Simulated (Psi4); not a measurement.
**One shape, several levels: GeH2 (SMILES [GeH2])**

Wanted: a comparison of 4 runs (B3LYP/def2-TZVPPD, CAM-B3LYP/def2-TZVPPD, r2SCAN/def2-TZVPPD, wB97X/def2-TZVPPD) of GeH2. 

The calculation is run with Psi4 1.11.

### Step 1. The molecule

GeH2: 3 atoms, total charge 0, spin state singlet. SMILES: `[GeH2]`. The Ge1–H3 distance was set to 1.834 Å, away from the relaxed value.

Bond lengths: Ge1–H2 1.595 Å. A long bond or contact: Ge1–H3 1.834 Å.

### Step 2. Energy and forces at B3LYP/def2-TZVPPD (run 1)

geh2.json reads:

```json
{
  "schema_name": "qcschema_input",
  "schema_version": 1,
  "molecule": {
    "schema_name": "qcschema_molecule",
    "schema_version": 2,
    "symbols": ["Ge", "H", "H"],
    "geometry": [-1.17858439, 1.20596463, -0.50353642, 1.37840403, 1.84563692, 0.95665495, -0.40232269, -2.1707284, -0.46354982],
    "molecular_charge": 0,
    "molecular_multiplicity": 1,
    "fix_symmetry": "c1",
    "fix_com": true,
    "fix_orientation": true
  },
  "driver": "gradient",
  "model": {
    "method": "b3lyp",
    "basis": "def2-TZVPPD"
  },
  "keywords": {
    "puream": true,
    "e_convergence": 1e-09,
    "d_convergence": 1e-08,
    "scf_type": "pk",
    "dft_radial_points": 99,
    "dft_spherical_points": 590,
    "scf_properties": ["MULLIKEN_CHARGES", "DIPOLE", "QUADRUPOLE"]
  }
}
```

Launch:

```bash
$ psi4 --qcschema geh2.json -n 1 --memory 2200MB
```

stdout:

```text
[...]
  Running in c1 symmetry.
[...]
  Nuclear repulsion =   20.071631216822556
[...]
  Multiplicity = 1
[...]
  Nalpha       = 17
  Nbeta        = 17
[...]
    Number of basis functions: 88
[...]
   @RKS iter   1: -2076.62041473216914   -1.96589e+00   3.50597e-02 ADIIS/DIIS
[...]
   @RKS iter  11: -2078.18795173620583   -4.54747e-12   2.47187e-09 DIIS
[...]
  @RKS Final Energy: -2078.18795173620583
   => Energetics <=
    Nuclear Repulsion Energy =             20.0716312168225564
    One-Electron Energy =               -2935.1466466238143767
    Two-Electron Energy =                 901.0198537472896305
    DFT Exchange-Correlation Energy =     -64.1327900765038521
    Empirical Dispersion Energy =           0.0000000000000000
    VV10 Nonlocal Energy =                  0.0000000000000000
    Total Energy =                      -2078.1879517362058323
[...]
 Multipole Moments:
 ------------------------------------------------------------------------------------
     Multipole            Electronic (a.u.)      Nuclear  (a.u.)        Total (a.u.)
 ------------------------------------------------------------------------------------
 L = 1.  Multiply by 2.5417464519 to convert [e a0] to [Debye]
 Dipole X            :         36.6047491          -36.7386191           -0.1338700
 Dipole Y            :        -37.9442002           38.2657767            0.3215764
 Dipole Z            :         15.5837147          -15.6200603           -0.0363456
 Magnitude           :                                                    0.3502194
 L = 2.  Multiply by 1.3450342976 to convert [e a0^2] to [Debye ang]
 Quadrupole XX       :        -61.6783290           46.5118185          -15.1665105
 Quadrupole XY       :         42.2597278          -42.0652282            0.1944997
[...]
  Mulliken Charges: (a.u.)
   Center  Symbol    Alpha    Beta     Spin     Total
       1    GE    15.94895 15.94895  0.00000  0.10209
       2     H     0.51531  0.51531  0.00000 -0.03062
       3     H     0.53574  0.53574  0.00000 -0.07148
   Total alpha = 17.00000, Total beta = 17.00000, Total charge = -0.00000
[...]
  -Total Gradient:
     Atom            X                  Y                   Z
    ------   -----------------  -----------------  -----------------
       1       -0.006745749326     0.035887673079     0.000391616293
       2       -0.001132669147     0.000297708579    -0.000581194168
       3        0.007878680579    -0.036185475872     0.000189709471
[...]
```

The result, in JSON:

```text
{
 "driver": "gradient",
 "model": {
  "method": "b3lyp",
  "basis": "def2-TZVPPD"
 },
 "success": true,
 "return_result": [-0.0067457493256069395, 0.035887673078906654, 0.0003916162926957262, -0.0011326691473248912, 0.00029770857925876665, -0.0005811941677110327, 0.00787868057907512, -0.0361854758718274, 0.0001897094709877303],
 "properties": {
  "calcinfo_nbasis": 88,
  "calcinfo_nmo": 88,
  "calcinfo_nalpha": 17,
  "calcinfo_nbeta": 17,
  "calcinfo_natom": 3,
  "nuclear_repulsion_energy": 20.071631216822556,
  "return_energy": -2078.187951736206,
  "return_gradient": [-0.0067457493256069395, 0.035887673078906654, 0.0003916162926957262, -0.0011326691473248912, 0.00029770857925876665, -0.0005811941677110327, 0.00787868057907512, -0.0361854758718274, 0.0001897094709877303],
  "scf_one_electron_energy": -2935.1466466238144,
  "scf_two_electron_energy": 901.0198537472896,
  "scf_xc_energy": -64.13279007650385,
  "scf_dipole_moment": [-0.13386999501648944, 0.3215764487634516, -0.03634563628922649],
  "scf_total_energy": -2078.187951736206,
  "scf_total_gradient": [-0.0067457493256069395, 0.035887673078906654, 0.0003916162926957262, -0.0011326691473248912, 0.00029770857925876665, -0.0005811941677110327, 0.00787868057907512, -0.0361854758718274, 0.0001897094709877303],
  "scf_iterations": 11
 }
}
```

It took 17 s on 1 thread of Intel Xeon Platinum 8259CL at 2.50GHz (Skylake/Cascade Lake), shared host; peak memory 0.75 GiB.

### Step 3. Energy and forces at CAM-B3LYP/def2-TZVPPD (run 2)

calc.dat reads:

```
memory 2200 mb

molecule geom {
  Ge    -0.623680     0.638169    -0.266460
  H      0.729420     0.976669     0.506240
  H     -0.212900    -1.148700    -0.245300
  units angstrom
  symmetry c1
}

set {
  basis def2-TZVPPD
  puream true
  e_convergence 1e-09
  d_convergence 1e-08
  scf_type pk
  dft_radial_points 99
  dft_spherical_points 590
}

E, wfn = gradient('cam-b3lyp', return_wfn=True)
oeprop(wfn, 'MULLIKEN_CHARGES', 'MAYER_INDICES', 'DIPOLE')
```

Launch:

```bash
$ psi4 -i calc.dat -o calc.out -n 1
```

calc.out:

```text
[...]
  Running in c1 symmetry.
[...]
  Nuclear repulsion =   20.071631196436307
[...]
  Multiplicity = 1
[...]
  Nalpha       = 17
  Nbeta        = 17
[...]
    Number of basis functions: 88
[...]
   @RKS iter   1: -2076.73471342664698   -2.19766e+00   3.45223e-02 ADIIS/DIIS
[...]
   @RKS iter  10: -2078.25252042482225   -5.54792e-11   9.47831e-09 DIIS
[...]
  @RKS Final Energy: -2078.25252042482225
   => Energetics <=
    Nuclear Repulsion Energy =             20.0716311964363072
    One-Electron Energy =               -2935.0765881148372500
    Two-Electron Energy =                 898.9524976434465771
    DFT Exchange-Correlation Energy =     -62.2000611498677642
    Empirical Dispersion Energy =           0.0000000000000000
    VV10 Nonlocal Energy =                  0.0000000000000000
    Total Energy =                      -2078.2525204248222508
[...]
  -Total Gradient:
     Atom            X                  Y                   Z
    ------   -----------------  -----------------  -----------------
       1       -0.009623760195     0.038912605813     0.000000000000
       2        0.001786803146     0.000822509047     0.000000000000
       3        0.007837256941    -0.039735252833     0.000000000000
[...]
 Multipole Moments:
 ------------------------------------------------------------------------------------
     Multipole            Electronic (a.u.)      Nuclear  (a.u.)        Total (a.u.)
 ------------------------------------------------------------------------------------
 L = 1.  Multiply by 2.5417464519 to convert [e a0] to [Debye]
 Dipole X            :         -2.1136579            2.0003094           -0.1133486
 Dipole Y            :          1.8246839           -1.5093373            0.3153466
 Dipole Z            :         -0.0000000           -0.0000000           -0.0000000
 Magnitude           :                                                    0.3350990
[...]
  Mulliken Charges: (a.u.)
   Center  Symbol    Alpha    Beta     Spin     Total
       1    GE    15.95634 15.95634  0.00000  0.08731
       2     H     0.51170  0.51170  0.00000 -0.02339
       3     H     0.53196  0.53196  0.00000 -0.06392
   Total alpha = 17.00000, Total beta = 17.00000, Total charge =  0.00000
  Mayer Bond Indices:
[...]
```

Wall time 22 s (1 thread of Intel Xeon Platinum 8259CL at 2.50GHz (Skylake/Cascade Lake), shared host); peak memory 0.81 GiB.

Run 3 isn't shown in full; the table further down has it.

### Step 4. Energy and forces at wB97X/def2-TZVPPD (run 4)

job.py reads:

```python
import psi4

psi4.set_memory(2200000000)
psi4.set_num_threads(1)
psi4.set_output_file('psi4.out', False)

molecule = psi4.geometry("""
0 1
Ge    -0.623680     0.638169    -0.266460
H      0.729420     0.976669     0.506240
H     -0.212900    -1.148700    -0.245300
symmetry c1
""")

options = {'basis': 'def2-TZVPPD', 'puream': True, 'e_convergence': 1e-09, 'd_convergence': 1e-08, 'scf_type': 'pk', 'dft_radial_points': 99, 'dft_spherical_points': 590}
psi4.set_options(options)

result, w = psi4.gradient("wb97x", return_wfn=True)
psi4.oeprop(w, "MULLIKEN_CHARGES", "DIPOLE", "QUADRUPOLE")
print('gradient / Eh bohr^-1')
print(result.np.round(6))
print(f'energy = {w.energy():.10f} Eh')
for k, v in sorted(psi4.core.scalar_variables().items()):
    print(f'{k:45s} {v:18.10f}')
```

Launch:

```bash
$ python job.py
```

psi4.out:

```text
[...]
  Running in c1 symmetry.
[...]
  Nuclear repulsion =   20.071631196436307
[...]
  Multiplicity = 1
[...]
  Nalpha       = 17
  Nbeta        = 17
[...]
    Number of basis functions: 88
[...]
   @RKS iter   1: -2076.68762940585657   -2.33552e+00   3.42485e-02 ADIIS/DIIS
[...]
   @RKS iter  11: -2078.17467500322209   -1.36424e-11   5.02484e-09 DIIS
[...]
  @RKS Final Energy: -2078.17467500322209
   => Energetics <=
    Nuclear Repulsion Energy =             20.0716311964363072
    One-Electron Energy =               -2935.0882880553181167
    Two-Electron Energy =                 899.6134630411788748
    DFT Exchange-Correlation Energy =     -62.7714811855190717
    Empirical Dispersion Energy =           0.0000000000000000
    VV10 Nonlocal Energy =                  0.0000000000000000
    Total Energy =                      -2078.1746750032220916
[...]
  -Total Gradient:
     Atom            X                  Y                   Z
    ------   -----------------  -----------------  -----------------
       1       -0.009862043776     0.039827101010     0.000000000000
       2        0.001842740842     0.000804009148     0.000000000000
       3        0.008040548447    -0.040590720672    -0.000000000000
[...]
 Multipole Moments:
 ------------------------------------------------------------------------------------
     Multipole            Electronic (a.u.)      Nuclear  (a.u.)        Total (a.u.)
 ------------------------------------------------------------------------------------
 L = 1.  Multiply by 2.5417464519 to convert [e a0] to [Debye]
 Dipole X            :         -2.0952710            2.0003094           -0.0949616
 Dipole Y            :          1.8212020           -1.5093373            0.3118648
 Dipole Z            :          0.0000000           -0.0000000            0.0000000
 Magnitude           :                                                    0.3260020
 L = 2.  Multiply by 1.3450342976 to convert [e a0^2] to [Debye ang]
 Quadrupole XX       :        -25.2137946            8.8850354          -16.3287591
 Quadrupole XY       :          0.9307962           -0.2813073            0.6494889
[...]
  Mulliken Charges: (a.u.)
   Center  Symbol    Alpha    Beta     Spin     Total
       1    GE    15.91325 15.91325  0.00000  0.17350
       2     H     0.53350  0.53350  0.00000 -0.06701
       3     H     0.55325  0.55325  0.00000 -0.10650
   Total alpha = 17.00000, Total beta = 17.00000, Total charge = -0.00000
```

The script printed:

```text
gradient / Eh bohr^-1
[[-0.009862  0.039827  0.      ]
 [ 0.001843  0.000804  0.      ]
 [ 0.008041 -0.040591 -0.      ]]
energy = -2078.1746750032 Eh
CURRENT ENERGY                                  -2078.1746750032
CURRENT REFERENCE ENERGY                        -2078.1746750032
DD SOLVATION ENERGY                                 0.0000000000
DFT FUNCTIONAL TOTAL ENERGY                     -2078.1746750032
DFT TOTAL ENERGY                                -2078.1746750032
DFT VV10 ENERGY                                     0.0000000000
DFT XC ENERGY                                     -62.7714811855
GRID ELECTRONS ALPHA                               17.0000000061
GRID ELECTRONS BETA                                17.0000000061
GRID ELECTRONS TOTAL                               34.0000000123
NUCLEAR REPULSION ENERGY                           20.0716311964
ONE-ELECTRON ENERGY                             -2935.0882880553
PCM POLARIZATION ENERGY                             0.0000000000
PE ENERGY                                           0.0000000000
SCF ITERATION ENERGY                            -2078.1746750032
SCF ITERATIONS                                     11.0000000000
SCF TOTAL ENERGY                                -2078.1746750032
TWO-ELECTRON ENERGY                               899.6134630412
XC GRID RADIAL POINTS                              99.0000000000
XC GRID SPHERICAL POINTS                          590.0000000000
XC GRID TOTAL POINTS                           169003.0000000000
```

It took 23 s on 1 thread of Intel Xeon Platinum 8259CL at 2.50GHz (Skylake/Cascade Lake), shared host; peak memory 0.81 GiB.

### Step 5. Overview of the runs

```csv
run,level,task,energy (Eh),dipole moment (D),HOMO energy (eV),LUMO energy (eV),wall time
1,B3LYP/def2-TZVPPD,gradient,-2078.187952,0.89,-6.86,-3.41,17 s
2,CAM-B3LYP/def2-TZVPPD,gradient,-2078.252520,0.85,-8.28,-2.08,22 s
3,r2SCAN/def2-TZVPPD,energy,-2078.116097,0.75,-6.24,-3.87,20 s
4,wB97X/def2-TZVPPD,gradient,-2078.174675,0.83,-9.22,-1.07,23 s
```

### Step 6. Summary of results

| quantity | value |
| --- | --- |
| run 4: total energy | -2078.17468 Eh |
| run 4: dipole moment | 0.83 D |
| run 4: HOMO energy | -9.22 eV |
| run 4: LUMO energy | -1.07 eV |
| run 4: HOMO–LUMO gap | 8.15 eV |
| run 4: largest force on an atom | 2.128 eV/Å |

What this shows: The dipole moment (its size) runs from 0.75 D (r2SCAN/def2-TZVPPD) to 0.89 D (B3LYP/def2-TZVPPD). The HOMO–LUMO gap runs from 2.37 eV (r2SCAN/def2-TZVPPD) to 8.15 eV (wB97X/def2-TZVPPD). Totals of different functionals can't be ranked against each other. All runs together took 82 s, the longest 23 s.
